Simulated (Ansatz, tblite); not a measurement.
# C₂₆H₃₆O₈: rung by rung

An exercise on one series of results from a longer session: the logs are not shown, and one member is left open.

Program: Ansatz 0.2.0, Gaussian basis. Level of theory: as each input shows. These are calculated values, not measurements.

Levels to be run: GFN1-xTB, GFN2-xTB, PBE-D4/def2-SVP, r2SCAN-D4/def2-SVP, BLYP-D4/def2-SVP, B3LYP-D4/def2-SVP, BHLYP-D4/def2-SVP, r2SCAN-D4/def2-mTZVP, HF/STO-3G, HF/6-31G, B3LYP-D4/6-31G.

### The structure

The geometry is that of the singlet, from an earlier relaxation (PBE-D4/def2-SVP).

SMILES `CCC(C)(CC(C)(CC(C)(C)C(=O)OCc1ccccc1)C(=O)OC)C(=O)OC1CCOC1=O`, 70 atoms, charge 0, spin multiplicity 1.

Bond lengths: C1–C2 1.528 Å, C1–H35 1.108 Å, C1–H36 1.108 Å, C1–H37 1.109 Å, C2–C3 1.571 Å, C2–H38 1.112 Å, C2–H39 1.112 Å, C3–C4 1.538 Å, C3–C5 1.547 Å, C3–C26 1.530 Å, C4–H40 1.106 Å, C4–H41 1.106 Å, C4–H42 1.108 Å, C5–C6 1.564 Å, C5–H43 1.107 Å, C5–H44 1.110 Å, C6–C7 1.534 Å, C6–C8 1.564 Å and more. Angles: C2–C1–H35 112.0°, C2–C1–H36 112.1°, C2–C1–H37 109.9°, H35–C1–H36 107.5°, H35–C1–H37 107.8°, H36–C1–H37 107.2°, C1–C2–C3 117.6°, C1–C2–H38 109.7°, C1–C2–H39 109.7°, C3–C2–H38 106.0°, C3–C2–H39 107.2°, H38–C2–H39 105.9°, C2–C3–C4 107.1°, C2–C3–C5 109.0°, C2–C3–C26 105.0°, C4–C3–C5 113.4°, C4–C3–C26 112.7°, C5–C3–C26 109.2° and more.

PBE0-D4/def2-SVP was run before; its log isn't repeated, and its numbers join the tables.

Set-up of the first run:

Tight binding, by tblite at 300 K electronic temperature and without a spin-polarisation term:

```python
tblite.interface.Calculator('GFN1-xTB', numbers, positions, charge=0, uhf=0).singlepoint()
```

Tight binding, by tblite at 300 K electronic temperature and without a spin-polarisation term:

```python
tblite.interface.Calculator('GFN2-xTB', numbers, positions, charge=0, uhf=0).singlepoint()
```

start.molden holds the orbitals of an earlier run on this state, given as this run's starting guess.

in.yaml reads:

```yaml
crystal:
  periodic: [false, false, false]
  atoms:
    - {symbol: C, position_ang: [-2.881093, 3.650585, 0.200337]}
    - {symbol: C, position_ang: [-3.474431, 2.557828, -0.687858]}
    - {symbol: C, position_ang: [-2.885389, 1.108444, -0.549944]}
    - {symbol: C, position_ang: [-3.565871, 0.239163, -1.620776]}
    - {symbol: C, position_ang: [-1.347382, 1.174623, -0.698198]}
    - {symbol: C, position_ang: [-0.517996, -0.143819, -0.838429]}
    - {symbol: C, position_ang: [-0.866437, -1.162176, 0.254959]}
    - {symbol: C, position_ang: [0.965926, 0.344469, -0.772934]}
    - {symbol: C, position_ang: [2.167112, -0.648147, -0.805740]}
    - {symbol: C, position_ang: [2.398674, -1.375756, 0.541850]}
    - {symbol: C, position_ang: [2.089270, -1.664168, -1.953587]}
    - {symbol: C, position_ang: [3.425459, 0.213507, -1.026995]}
    - {symbol: O, position_ang: [4.260743, 0.032533, -1.894200]}
    - {symbol: O, position_ang: [3.509062, 1.200445, -0.099117]}
    - {symbol: C, position_ang: [4.701542, 2.028395, -0.138217]}
    - {symbol: C, position_ang: [5.813287, 1.418823, 0.678538]}
    - {symbol: C, position_ang: [5.905428, 1.681524, 2.059715]}
    - {symbol: C, position_ang: [6.912529, 1.087822, 2.834205]}
    - {symbol: C, position_ang: [7.840141, 0.221806, 2.233276]}
    - {symbol: C, position_ang: [7.754961, -0.047530, 0.857751]}
    - {symbol: C, position_ang: [6.746832, 0.545394, 0.083865]}
    - {symbol: C, position_ang: [-0.760080, -0.684721, -2.255475]}
    - {symbol: O, position_ang: [-0.588441, -0.035745, -3.271693]}
    - {symbol: O, position_ang: [-1.195698, -1.971372, -2.274715]}
    - {symbol: C, position_ang: [-1.426887, -2.514633, -3.580391]}
    - {symbol: C, position_ang: [-3.236049, 0.671752, 0.873489]}
    - {symbol: O, position_ang: [-2.622935, 0.984488, 1.877503]}
    - {symbol: O, position_ang: [-4.387643, -0.062927, 0.914538]}
    - {symbol: C, position_ang: [-4.864435, -0.421583, 2.227500]}
    - {symbol: C, position_ang: [-4.487235, -1.851514, 2.592714]}
    - {symbol: C, position_ang: [-5.603440, -2.657306, 1.914766]}
    - {symbol: O, position_ang: [-6.762755, -1.800460, 1.946252]}
    - {symbol: C, position_ang: [-6.398998, -0.490065, 2.093469]}
    - {symbol: O, position_ang: [-7.186973, 0.421118, 2.088363]}
    - {symbol: H, position_ang: [-2.947770, 3.394051, 1.275982]}
    - {symbol: H, position_ang: [-1.814526, 3.843157, -0.031425]}
    - {symbol: H, position_ang: [-3.427516, 4.602312, 0.043793]}
    - {symbol: H, position_ang: [-3.354639, 2.837091, -1.757447]}
    - {symbol: H, position_ang: [-4.569728, 2.485560, -0.512426]}
    - {symbol: H, position_ang: [-4.666708, 0.329677, -1.558924]}
    - {symbol: H, position_ang: [-3.313396, -0.832583, -1.518394]}
    - {symbol: H, position_ang: [-3.244273, 0.574276, -2.626428]}
    - {symbol: H, position_ang: [-0.952919, 1.708315, 0.187892]}
    - {symbol: H, position_ang: [-1.117370, 1.796847, -1.587554]}
    - {symbol: H, position_ang: [-0.312977, -2.108235, 0.119712]}
    - {symbol: H, position_ang: [-0.636024, -0.746913, 1.254464]}
    - {symbol: H, position_ang: [-1.941446, -1.427017, 0.232522]}
    - {symbol: H, position_ang: [1.067534, 0.959157, 0.143308]}
    - {symbol: H, position_ang: [1.084534, 1.043130, -1.627620]}
    - {symbol: H, position_ang: [3.378441, -1.896102, 0.531717]}
    - {symbol: H, position_ang: [1.621359, -2.139005, 0.728067]}
    - {symbol: H, position_ang: [2.403091, -0.660954, 1.387056]}
    - {symbol: H, position_ang: [1.257763, -2.375588, -1.790032]}
    - {symbol: H, position_ang: [1.938975, -1.160790, -2.927660]}
    - {symbol: H, position_ang: [3.032318, -2.239522, -2.019878]}
    - {symbol: H, position_ang: [4.379034, 2.997499, 0.287440]}
    - {symbol: H, position_ang: [5.005991, 2.163266, -1.194428]}
    - {symbol: H, position_ang: [5.178869, 2.362950, 2.530884]}
    - {symbol: H, position_ang: [6.976496, 1.304298, 3.911665]}
    - {symbol: H, position_ang: [8.633431, -0.242758, 2.838917]}
    - {symbol: H, position_ang: [8.481074, -0.725243, 0.382978]}
    - {symbol: H, position_ang: [6.661548, 0.325841, -0.990779]}
    - {symbol: H, position_ang: [-0.493549, -2.505534, -4.178994]}
    - {symbol: H, position_ang: [-2.192863, -1.923174, -4.121526]}
    - {symbol: H, position_ang: [-1.776436, -3.550892, -3.424060]}
    - {symbol: H, position_ang: [-4.536327, 0.342363, 2.956532]}
    - {symbol: H, position_ang: [-4.541091, -1.968021, 3.694760]}
    - {symbol: H, position_ang: [-3.467490, -2.129413, 2.265589]}
    - {symbol: H, position_ang: [-5.861725, -3.599938, 2.435135]}
    - {symbol: H, position_ang: [-5.362485, -2.888914, 0.854349]}
basis:
  gaussian: {orbitals: def2-SVP, fitting: {mean_field: def2-universal-jkfit}, initial_orbitals: start.molden}
hamiltonian: {xc: pbe, dispersion: d4}
scf: {omitted_lower_state_checks: [starts]}
output: {forces: true, orbitals: {seedname: orbitals}}
```

The run is started by

```console
ansatz run in.yaml --threads 2 --pin off --events-out ev --progress --plain --max-ram 22528MiB --backend cuda --devices 0, --max-vram 18GiB
```

Steps of the session up to this table: PBE-D4/def2-SVP; r2SCAN-D4/def2-SVP; BLYP-D4/def2-SVP; B3LYP-D4/def2-SVP; BHLYP-D4/def2-SVP; r2SCAN-D4/def2-mTZVP; HF/STO-3G; HF/6-31G; B3LYP-D4/6-31G.

One of the session's tables, all rows but one given; the rest of the session is left out.

It belongs to the step «Binding energy». 

```
               level  binding an atom (eV)
           HF/STO-3G                 3.860
            HF/6-31G                 3.085
     PBE-D4/def2-SVP                 4.842
    BLYP-D4/def2-SVP                 4.687
  r2SCAN-D4/def2-SVP                 4.703
r2SCAN-D4/def2-mTZVP                 4.600
      B3LYP-D4/6-31G                     ?
   B3LYP-D4/def2-SVP                 4.674
    PBE0-D4/def2-SVP                 4.735
   BHLYP-D4/def2-SVP                 4.516
```

Estimate the missing values for B3LYP-D4/6-31G.

**Answer.** binding an atom (eV): 4.474. In the column «binding an atom (eV)» it lies between HF/STO-3G (3.860) and BHLYP-D4/def2-SVP (4.516).

To keep in mind: Free atoms were run apart at each level; binding is atoms less cluster, divided by the number of atoms, without zero-point or spin-orbit terms.
